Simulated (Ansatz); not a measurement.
Consider a convergence test of the k-point mesh of BeNi, space group Pm-3m (the Python package of Ansatz (0.2.0)).

The script, `run_kconv.py`:
```python
"""Convergence of BeNi with the k-point mesh."""

import warnings

import ansatz as az
from ase import Atoms
from tabulate import tabulate

warnings.simplefilter("ignore", az.DeckWarning)

atoms = Atoms(
    ["Be", "Ni"],
    scaled_positions=[
        (0.0, 0.0, 0.0),
        (0.5, 0.5, 0.5),
    ],
    cell=[
        (2.58699959, 0.0, 0.0),
        (0.0, 2.58699959, 0.0),
        (0.0, 0.0, 2.58699959),
    ],
    pbc=True,
)
atoms.set_initial_magnetic_moments([0.0, 1.0])
cell = az.Crystal.from_ase(atoms)

calculation = cell.calculation()
calculation = calculation.occupations("fermi_dirac", width=0.15).functional("lda")
calculation = calculation.spin(az.SpinTreatment.COLLINEAR)

rows = []
for value in [(3, 3, 3), (4, 4, 4), (5, 5, 5), (7, 7, 7), (9, 9, 9), (11, 11, 11)]:
    r = calculation.kpoints(mesh=value).run().report
    rows.append((value, r["free_energy_ev"] / len(r["lattice"]["sites"]), r["n_iterations"], r["magnetization_mub"], r["n_kpoints"]))

print(tabulate(rows, headers=["mesh", "F/atom (eV)", "iterations", "moment (muB)", "k-points"], floatfmt=".4f", tablefmt="plain"))

# differences from the last row
for row in rows[:-1]:
    shift = 1000 * (row[1] - rows[-1][1])
    print(f"{row[0]}: {shift:+.2f} meV/atom" + ("  (within 5 meV)" if abs(shift) < 5 else ""))
```

How fast does the energy converge with the mesh (threshold 5 meV an atom)?

From 7×7×7 on it stays within 5 meV an atom of the value at 11×11×11; the first row (3×3×3) is off by 94.1 meV and the last but one by 0.89 meV. This holds for F at a smearing of 0.15 eV; a narrower one needs a denser mesh. It goes up and down, since the sum over k-points isn't variational.

The run itself:

`python run_kconv.py` gives:
```text
RunWarning: the starting moments were not kept: the SCF closed with an absolute magnetisation of 3.9e-7 μB, where they sum to 1 μB in size (1 site). That is at most 0.1 of that sum. Measured as dr2_m measures the in/out step, that magnetisation stands 1.3e-13 [...]
mesh            F/atom (eV)    iterations    moment (muB)    k-points
(3, 3, 3)        -2931.4185            10         -0.0000           4
(4, 4, 4)        -2931.2847            11         -0.0000          10
(5, 5, 5)        -2931.3391            10          0.0000          10
(7, 7, 7)        -2931.3242            10          0.0000          20
(9, 9, 9)        -2931.3235            10          0.0000          35
(11, 11, 11)     -2931.3244            10          0.0000          56
(3, 3, 3): -94.14 meV/atom
(4, 4, 4): +39.68 meV/atom
(5, 5, 5): -14.69 meV/atom
(7, 7, 7): +0.25 meV/atom  (within 5 meV)
(9, 9, 9): +0.89 meV/atom  (within 5 meV)
```
(Warnings from the package without file and line, shortened, repeats left out.)

What to keep in mind:
- The SCF didn't keep the moments it started from (some shrank, vanished or turned); what is printed is the state reached.
- The overall sign of a collinear moment is arbitrary, and semilocal functionals can give small moments to compounds that are paramagnetic.
- A Fermi-Dirac width this large means warm electrons, whose thermal share enters the free energy.
- This cell is a computed structure, which may not be the phase found in nature.
- Shifts are counted from the finest mesh, which is itself no proven limit.
- The script silences the warnings on its input, which a real study should read.
- Timing: 10 s on 1 thread of Arm Neoverse V1, on a shared host, peak memory 0.37 GiB.
